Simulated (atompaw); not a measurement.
# A PAW (atompaw) potential for aluminium, from input to tests

Task: generate the file, and judge it by its logarithmic derivatives, its ghosts and its cutoff.

Method: atompaw 4.2.0.5, PBEsol, scalar-relativistic.

### Step 1. Settings

Typed settings, in words:

```
element                 : aluminium (Al, Z = 13)
type                    : PAW
frozen core             : [He]
valence charge          : 11
reference configuration : 2s2 2p6 3s1 3p2
partial waves           : 2s (bound): rc 1.00 bohr; 3s (bound): rc 1.20 bohr; 2p (bound): rc 0.65 bohr; 3p (bound): rc 1.20 bohr; 3d channel at 0.05 Ry: rc 1.00 bohr
local potential         : vpsmatchnc scheme with l = 3 at 0 Ry, radius 1.00 bohr
core correction         : smooth core density matched at 0.85 bohr
augmentation charge     : besselshape compensation charge, radius 0.85 bohr; PAW radius 1.20 bohr; waves and projectors: custom polynom2 7 10 vanderbiltortho
```

The nodes and maxima of the atom's own shells, from an earlier all-electron run, set the scale for the radii.

All-electron outer shells of the reference configuration (PBEsol, scalar-relativistic, ld1.x):

```tsv
shell	level (eV)	outermost node (bohr)	outermost maximum (bohr)
1s	-1509.71	–	0.08
2s	-109.67	0.16	0.50
2p	-71.35	–	0.43
3s	-8.53	0.80	2.06
3p	-3.32	0.81	2.58
```

### Step 2. Generating the potential

Input file Al.input:

```
Al 13
GGA-PBESOL scalarrelativistic loggrid 1500 logderivrange -10 5 376
3 3 0 0 0 0
3 0 1
3 1 2
0 0 0
c
v
v
v
v
2
1.20 0.85 1.00 0.85
n
n
y
0.05
n
custom polynom2 7 10 vanderbiltortho besselshape
3 0 vpsmatchnc
1.00
1.20
0.65
1.20
1.00
PWSCFOUT
UPFDX 0.0125d0 UPFXMIN -7.d0 UPFZMESH 13.d0
END
```

Command:

```bash
$ atompaw < Al.input > Al.log
```

What does the calculation give? Wanted: cutoffs; bound ghosts; largest phase difference near zero energy, channels read; lowest eigenvalue of the overlap; share of valence orbitals outside the PAW sphere; UPF file.

The runs gave:

| quantity | value |
| --- | --- |
| cutoffs | not determined |
| bound ghosts | not determined |
| largest phase difference near zero energy, channels read | 3.135 rad |
| lowest eigenvalue of the overlap (Bessel basis) | 0.720 (s) |
| share of valence orbitals outside the PAW sphere | 2s 4 %, 3s 94 %, 2p 5 %, 3p 97 % |
| UPF file | not written |

In words: Even at 400 Ry an occupied level stays 5000 mRy from its reference, so no cutoffs are read; the levels have long settled, so the basis size isn't the cause: the level found isn't the valence state, or the test fails for this file. Ghosts could not be judged. Of the channels read, d scatters worst near zero energy, by up to 3.14 rad. A step near π is an extra or missing state, not a misfit of shape. The pseudo curves have a pole with no partner nearby in the atom's: d at 0.50 Ry. At positive energy that is a spurious or a displaced resonance. The pseudo core plus compensation charge is negative at some radii, so no UPF file was written. These are tests on the free atom; a crystal test is still owed.
